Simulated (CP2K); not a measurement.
# SiO (Pm-3m) in CP2K: a series of runs, part 2 of 2

CP2K 2026.2.

## 3. Band structure, LDA

The input, sio_bands.inp:

```
&GLOBAL
  PROJECT sio_bands
  RUN_TYPE ENERGY_FORCE
  PRINT_LEVEL LOW
&END GLOBAL
&FORCE_EVAL
  METHOD QS
  STRESS_TENSOR ANALYTICAL
  &DFT
    BASIS_SET_FILE_NAME BASIS_MOLOPT_UZH
    POTENTIAL_FILE_NAME GTH_POTENTIALS
    &MGRID
      CUTOFF 600
      REL_CUTOFF 60
      NGRIDS 5
    &END MGRID
    &QS
      METHOD GPW
      EPS_DEFAULT 1.0E-9
    &END QS
    &KPOINTS
      SCHEME MONKHORST-PACK 9 9 9
      GAMMA_CENTERED T
      SYMMETRY T
      SYMMETRY_BACKEND SPGLIB
    &END KPOINTS
    &SCF
      SCF_GUESS ATOMIC
      EPS_SCF 1.0E-6
      MAX_SCF 100
      ADDED_MOS 10
      CHOLESKY OFF
      EPS_EIGVAL 1.0E-7
      &DIAGONALIZATION ON
        ALGORITHM STANDARD
      &END DIAGONALIZATION
      &MIXING ON
        METHOD BROYDEN_MIXING
        ALPHA 0.4
        BETA 1.5
        NBUFFER 8
      &END MIXING
      &SMEAR ON
        METHOD FERMI_DIRAC
        ELECTRONIC_TEMPERATURE 116.05
      &END SMEAR
    &END SCF
    &XC
      &XC_FUNCTIONAL
        &LDA_X
        &END LDA_X
        &LDA_C_PW
        &END LDA_C_PW
      &END XC_FUNCTIONAL
    &END XC
    &PRINT
      &KPOINTS ON
      &END KPOINTS
      &MULLIKEN ON
      &END MULLIKEN
      &MO ON
        ENERGIES T
        OCCUPATION_NUMBERS T
        &EACH
          QS_SCF 0
        &END EACH
        ADD_LAST NUMERIC
      &END MO
      &BAND_STRUCTURE
        FILE_NAME bands.bs
        ADDED_MOS 6
        &KPOINT_SET
          UNITS B_VECTOR
          NPOINTS 8
          SPECIAL_POINT GAMMA 0.00000000 0.00000000 0.00000000
          SPECIAL_POINT X 0.00000000 0.50000000 0.00000000
          SPECIAL_POINT M 0.50000000 0.50000000 0.00000000
          SPECIAL_POINT GAMMA 0.00000000 0.00000000 0.00000000
          SPECIAL_POINT R 0.50000000 0.50000000 0.50000000
          SPECIAL_POINT X 0.00000000 0.50000000 0.00000000
        &END KPOINT_SET
        &KPOINT_SET
          UNITS B_VECTOR
          NPOINTS 8
          SPECIAL_POINT M 0.50000000 0.50000000 0.00000000
          SPECIAL_POINT R 0.50000000 0.50000000 0.50000000
        &END KPOINT_SET
      &END BAND_STRUCTURE
    &END PRINT
  &END DFT
  &SUBSYS
    &CELL
      ABC 2.8069700000 2.8069700000 2.8069700000
      ALPHA_BETA_GAMMA 90.0000000000 90.0000000000 90.0000000000
      PERIODIC XYZ
    &END CELL
    &COORD
      Si  0.0000000000 0.0000000000 0.0000000000
      O   1.4034850000 1.4034850000 1.4034850000
    &END COORD
    &KIND Si
      BASIS_SET TZVP-MOLOPT-PBE-GTH-q4
      POTENTIAL GTH-PADE-q4
    &END KIND
    &KIND O
      BASIS_SET TZVP-MOLOPT-PBE-GTH-q6
      POTENTIAL GTH-PADE-q6
    &END KIND
    &PRINT
      &ATOMIC_COORDINATES ON
      &END ATOMIC_COORDINATES
      &CELL ON
      &END CELL
    &END PRINT
  &END SUBSYS
  &PRINT
    &FORCES ON
    &END FORCES
    &STRESS_TENSOR ON
    &END STRESS_TENSOR
  &END PRINT
&END FORCE_EVAL
```

Potentials or basis: GTH_POTENTIALS Si GTH-PADE-q4, O GTH-PADE-q6; TZVP-MOLOPT-PBE-GTH basis.

Command:

```sh
$ OMP_NUM_THREADS=1 cp2k.psmp -i sio_bands.inp -o sio_bands.out
```

sio_bands.out:

```text

 CP2K| version string:                                       CP2K version 2026.2
 CP2K| Input file name                                             sio_bands.inp

 GLOBAL| Force Environment number                                              1
 GLOBAL| Basis set file name                                    BASIS_MOLOPT_UZH
 GLOBAL| Potential file name                                      GTH_POTENTIALS
 GLOBAL| MM Potential file name                                     MM_POTENTIAL
 GLOBAL| Coordinate file name                                      __STD_INPUT__
 GLOBAL| Method name                                                        CP2K
 GLOBAL| Project name                                                  sio_bands
 GLOBAL| Run type                                                   ENERGY_FORCE
 GLOBAL| FFT library                                                       FFTW3
 GLOBAL| Diagonalization library                                       ScaLAPACK
 GLOBAL| Cholesky decomposition library                                ScaLAPACK
 GLOBAL| DGEMM library                                                      BLAS
 GLOBAL| Direct generalized diagonalization requested                          F
 GLOBAL| Matrix multiplication library                                 ScaLAPACK
 GLOBAL| Global print level                                                  LOW
 GLOBAL| Total number of message passing processes                             1
 GLOBAL| Number of threads for this process                                    1
 GLOBAL| CPU model name                                                  UNKNOWN

 CELL| Volume [angstrom^3]:                                            22.116343
 CELL| Vector a [angstrom]:       2.807     0.000     0.000   |a| =     2.806970
 CELL| Vector b [angstrom]:       0.000     2.807     0.000   |b| =     2.806970
 CELL| Vector c [angstrom]:       0.000     0.000     2.807   |c| =     2.806970
 CELL| Angle (b,c), alpha [degree]:                                    90.000000
 CELL| Angle (a,c), beta  [degree]:                                    90.000000
 CELL| Angle (a,b), gamma [degree]:                                    90.000000
 CELL| Numerically orthorhombic:                                             YES
 CELL| Periodicity                                                           XYZ

 CELL_REF| Volume [angstrom^3]:                                        22.116343
 CELL_REF| Vector a [angstrom     2.807     0.000     0.000   |a| =     2.806970
[... 448 lines left out ...]
 MO|      6               0.324601               8.832848               0.000000
 MO|      7               0.487792              13.273505               0.000000
 MO|      8               0.547247              14.891336               0.000000
 MO|      9               0.701945              19.100893               0.000000
 MO|     10               0.850827              23.152183               0.000000
 MO|     11               0.890992              24.245132               0.000000
 MO|     12               0.933980              25.414893               0.000000
 MO|     13               1.032530              28.096568               0.000000
 MO|     14               1.300613              35.391478               0.000000
 MO|     15               1.359515              36.994297               0.000000
 MO| Sum:                                                              10.000000
 MO| E(Fermi):            0.293647 a.u.          7.990528 eV

 [... the levels of further k-points ...]

 !-----------------------------------------------------------------------------!
                     Mulliken Population Analysis

 #  Atom  Element  Kind  Atomic population                           Net charge
       1     Si       1          3.172182                              0.827818
       2     O        2          6.827818                             -0.827818
 # Total charge                             10.000000                  0.000000

 !-----------------------------------------------------------------------------!

 KPOINTS| Band Structure Calculation
 KPOINTS| Number of k-point sets                                               2
 KPOINTS| Number of added MOs/bands                                            6
 KPOINTS| Number of k-points in set    1                                      41
 KPOINTS| In units of b-vector [2pi/Bohr]
 KPOINTS| Special point     1       GAMMA     0.000000     0.000000     0.000000
 KPOINTS| Special point     2           X     0.000000     0.500000     0.000000
 KPOINTS| Special point     3           M     0.500000     0.500000     0.000000
 KPOINTS| Special point     4       GAMMA     0.000000     0.000000     0.000000
 KPOINTS| Special point     5           R     0.500000     0.500000     0.500000
 KPOINTS| Special point     6           X     0.000000     0.500000     0.000000
 KPOINTS| Number of k-points in set    2                                       9
 KPOINTS| In units of b-vector [2pi/Bohr]
 KPOINTS| Special point     1           M     0.500000     0.500000     0.000000
 KPOINTS| Special point     2           R     0.500000     0.500000     0.500000

 ENERGY| Total FORCE_EVAL ( QS ) energy [hartree]            -19.930105071735422

 FORCES| Atomic forces [hartree/bohr]
 FORCES|   Atom     x               y               z               |f|
 FORCES|      1 -3.93556846E-12 -3.88914616E-12 -3.76962389E-12   6.69508933E-12
 FORCES|      2  3.86160667E-11  3.85781631E-11  3.84498542E-11   6.67672567E-11
 FORCES| Sum     3.46804983E-11  3.46890169E-11  3.46802304E-11
 FORCES| Total atomic force                                       6.00731490E-11

 STRESS| Analytical stress tensor [bar]
 STRESS|                        x                   y                   z
 STRESS|      x       -7.08431943143E+04   1.19636109969E-04   1.19479067608E-04
 STRESS|      y        1.19636109969E-04  -7.08431943143E+04   1.19784483833E-04
 STRESS|      z        1.19479067608E-04   1.19784483833E-04  -7.08431943143E+04
 STRESS| 1/3 Trace                                            -7.08431943143E+04
 STRESS| Determinant                                          -3.55544861008E+14

 STRESS| Eigenvectors and eigenvalues of the analytical stress tensor [bar]
 STRESS|                        1                   2                   3
 STRESS| Eigenvalues  -7.08431944339E+04  -7.08431944339E+04  -7.08431940750E+04
 STRESS|      x          -0.409184244632      0.707147122075      0.576637842746
 STRESS|      y          -0.407242431941     -0.707064338730      0.578112119336
 STRESS|      z           0.816530376393      0.001722973434      0.577299901083
```

Run time: 27 s. Hardware: 1 thread of Arm Neoverse V1, shared host; peak memory 0.24 GiB.

What came out:

```
Free energy            : -542.3257 eV
Pressure               : -7.1 GPa
Band gap on the k mesh : none (metal or under the smearing width)
Mulliken charges       : Si +0.83; O -0.83 e
```

Levels at the corners of the path, in eV from the Fermi level:
```
point  band 3  band 4  band 5  band 6  band 7  band 8
    Γ   -3.32   -3.32   -3.32    7.17    7.17    8.00
    X   -2.53   -2.53   -0.97    0.90    6.69    6.69
    M   -7.22   -5.27   -2.01    3.95    3.95    8.88
    Γ   -3.32   -3.32   -3.32    7.17    7.17    8.00
    R   -5.06   -5.06   -1.00   -0.83   -0.83   -0.83
    X   -2.53   -2.53   -0.97    0.90    6.69    6.69
    M   -7.22   -5.27   -2.01    3.95    3.95    8.88
    R   -5.06   -5.06   -1.00   -0.83   -0.83   -0.83
```

Caveat: Mulliken charges move with the basis; the basis of atomic orbitals isn't converged, which shifts pressures, moduli and gaps.
